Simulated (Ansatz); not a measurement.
# C₂H₅NSeSi: up Jacob's ladder to CCSD(T)

The task here is to estimate one member of a computed series from the others.

The runs use Ansatz 0.2.0, Gaussian basis; functionals in def2-TZVPP, the program's frozen cores in correlated methods.

Plan: LDA (SPW92), PBE-D4, revPBE-D4, BLYP-D4, r2SCAN-D4, B97M-V, PBE0-D4, B3LYP-D4, r2SCANh-D4, r2SCAN0-D4, HSE06-D4, BHLYP-D4, CAM-B3LYP-D4, LC-ωPBE, ωB97X-V, ωB97M-V, B2PLYP, PBE-QIDH; CCSD(T)/def2-SVP; CCSD(T)/def2-TZVPP; MP2/def2-QZVPP; extrapolation to the limit; RPA on PBE.

### The geometry

The geometry comes from an earlier relaxation with PBE0-D4 in a triple-zeta def2 set; it is a stationary point, not always the lowest conformer.

SMILES `C[SiH]1N=C[Se]1`, 10 atoms, charge 0, spin multiplicity 1.

Atoms are counted from 1 here; the program's logs count them from 0.

Bond lengths: C1–Si2 1.851 Å, C1–H6 1.091 Å, C1–H7 1.093 Å, C1–H8 1.094 Å, Si2–N3 1.764 Å, Si2–Se5 2.310 Å, Si2–H9 1.483 Å, N3–C4 1.268 Å, C4–Se5 1.958 Å, C4–H10 1.094 Å. Angles: Si2–C1–H6 110.6°, Si2–C1–H7 110.5°, Si2–C1–H8 109.9°, H6–C1–H7 108.7°, H6–C1–H8 108.9°, H7–C1–H8 108.3°, C1–Si2–N3 115.2°, C1–Si2–Se5 116.8°, C1–Si2–H9 112.2°, N3–Si2–Se5 84.3°, N3–Si2–H9 112.3°, Se5–Si2–H9 113.3°, Si2–N3–C4 95.7°, N3–C4–Se5 116.2°, N3–C4–H10 125.4°, Se5–C4–H10 118.4°, Si2–Se5–C4 63.7°.

Coordinates:

```mol
C2H5NSeSi
  3D, bonds by distance, orders not assigned

 10 10  0  0  0  0  0  0  0  0999 V2000
   -0.8792   -1.1228    0.8445 C   0  0
    0.0431    0.4314    0.4467 Si  0  0
   -0.2471    1.0845   -1.1657 N   0  0
    0.9499    0.9643   -1.5677 C   0  0
    2.2183    0.1925   -0.2918 Se  0  0
   -0.7490   -1.8599    0.0505 H   0  0
   -0.5198   -1.5512    1.7832 H   0  0
   -1.9454   -0.9049    0.9532 H   0  0
   -0.1064    1.4593    1.5054 H   0  0
    1.3185    1.2555   -2.5555 H   0  0
  1  2  8  0
  2  3  8  0
  3  4  8  0
  4  5  8  0
  1  6  8  0
  1  7  8  0
  1  8  8  0
  2  9  8  0
  4 10  8  0
  2  5  8  0
M  END
```

Set-up of the first run:

The input, in.yaml:

```yaml
crystal:
  periodic: [false, false, false]
  atoms:
    - {symbol: C, position_ang: [-0.879244, -1.122845, 0.844500]}
    - {symbol: Si, position_ang: [0.043112, 0.431424, 0.446712]}
    - {symbol: N, position_ang: [-0.247085, 1.084512, -1.165650]}
    - {symbol: C, position_ang: [0.949895, 0.964250, -1.567675]}
    - {symbol: Se, position_ang: [2.218300, 0.192473, -0.291769]}
    - {symbol: H, position_ang: [-0.749001, -1.859862, 0.050473]}
    - {symbol: H, position_ang: [-0.519816, -1.551228, 1.783221]}
    - {symbol: H, position_ang: [-1.945419, -0.904898, 0.953155]}
    - {symbol: H, position_ang: [-0.106371, 1.459350, 1.505413]}
    - {symbol: H, position_ang: [1.318529, 1.255524, -2.555479]}
basis:
  gaussian: {orbitals: def2-TZVPP}
hamiltonian: {xc: lda}
output: {orbitals: {seedname: orbitals}}
```

Started as:

```console
ansatz run in.yaml --threads 4 --pin off --events-out ev --progress --plain --max-ram 10444MiB
```

Steps of the session up to this table: LDA; PBE-D4 (GGA); revPBE-D4 (GGA); BLYP-D4 (GGA); r2SCAN-D4 (meta-GGA); B97M-V (meta-GGA); PBE0-D4 (hybrid); B3LYP-D4 (hybrid); r2SCANh-D4 (hybrid); r2SCAN0-D4 (hybrid); HSE06-D4 (hybrid); BHLYP-D4 (hybrid); CAM-B3LYP-D4 (range-separated); LC-ωPBE (range-separated); ωB97X-V (range-separated); ωB97M-V (range-separated); B2PLYP (double hybrid); PBE-QIDH (double hybrid).

One table of the session follows, with a row left open; its other results are not shown here.

It belongs to the step «Orbital energies across the functionals». 

| functional | HOMO (eV) | gap (eV) |
| --- | --- | --- |
| LDA (SPW92) | -5.96 | 3.89 |
| PBE-D4 | -5.80 | 3.96 |
| revPBE-D4 | -5.74 | 3.98 |
| BLYP-D4 | -5.62 | 3.93 |
| r2SCAN-D4 | -6.04 | 4.38 |
| B97M-V | -6.09 | 4.52 |
| PBE0-D4 | -6.88 | 6.05 |
| B3LYP-D4 | -6.64 | 5.60 |
| r2SCANh-D4 | -6.44 | 5.15 |
| r2SCAN0-D4 | -7.04 | 6.32 |
| HSE06-D4 | -6.48 | 5.27 |
| BHLYP-D4 | ? | ? |
| CAM-B3LYP-D4 | -8.12 | 8.46 |
| LC-ωPBE | -9.45 | 10.97 |
| ωB97X-V | -9.11 | 10.54 |
| ωB97M-V | -8.98 | 10.28 |

**Question.** Estimate the row for BHLYP-D4.

Worked estimate for «HOMO (eV)». Against the share of exact exchange, BLYP-D4 (0, -5.62), B3LYP-D4 (0.2, -6.64) give a slope of -5.10 per unit share; at 0.5 the line stands at -8.17.

**Answer.** HOMO (eV): -7.81; gap (eV): 8.12. In «HOMO (eV)» the line misses by -0.36.
